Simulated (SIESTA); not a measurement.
Crystal: Ti3NbAl2C2.

```
Nb Ti Al C
1.0
     3.06789    0.00000    0.00000
    -1.53395    2.65687    0.00000
     0.00000    0.00000   13.86128
Nb Ti Al C
1 3 2 2
Direct
  0.00000 0.00000 0.41113
  0.00000 0.00000 0.08311
  0.66667 0.33333 0.91646
  0.66667 0.33333 0.58627
  0.66667 0.33333 0.24692
  0.00000 0.00000 0.75153
  0.33333 0.66667 0.99972
  0.33333 0.66667 0.50486
```

The cell comes from a database or a generator and needn't be the stable form of this composition.

```yaml
Program: SIESTA 5.4.2
Task: single point
Functional: PBEsol
Potentials_or_basis: PseudoDojo 0.4 standard (PBEsol files)
Basis: DZP (energy shift 0.003 Ry; two zetas on semicore shells)
Grid_cutoff: 800 Ry
Energy_shift: 0.003 Ry
k_mesh: 10 × 10 × 2
Occupations: fermi-dirac, width 0.05 eV
Spin: no spin polarisation
```

On this cell: pressure -3.5 GPa; largest force 0.244 eV/Å; band gap on the k mesh none (metal or under the smearing width).

The same run follows on a disturbed copy (atoms moved at random, drawn with an rms of 0.05 Å):

```
Nb Ti Al C
1.0
     3.06789    0.00000    0.00000
    -1.53395    2.65687    0.00000
     0.00000    0.00000   13.86128
Nb Ti Al C
1 3 2 2
Direct
  0.98913 0.96300 0.40902
  0.98961 0.01558 0.08432
  0.67998 0.36075 0.91504
  0.67273 0.34707 0.58659
  0.67027 0.34144 0.24862
  0.00994 0.01314 0.75290
  0.34659 0.66086 0.00335
  0.33532 0.66514 0.50347
```

Question: What changes?

Answer: The energy (extrapolated to zero smearing) moves by +26.7 meV/atom; pressure -3.7 GPa; largest force 1.711 eV/Å; band gap on the k mesh none (metal or under the smearing width).

Forces on the atoms (eV/Å):
```
Nb  -0.203  0.975  0.724
Ti   0.950 -0.448 -0.080
Ti   0.318 -0.658  0.880
Ti   0.130 -0.355 -0.433
Al  -0.027 -0.160 -0.324
Al  -0.020  0.036 -0.162
C   -1.186  0.987 -0.740
C    0.037 -0.379  0.136
```

Stress tensor (GPa, compression positive):
```
-3.31  0.08  0.83
 0.08 -3.71 -0.74
 0.83 -0.74 -4.16
```

Caveats: the basis of atomic orbitals isn't converged, which shifts pressures, moduli and gaps.
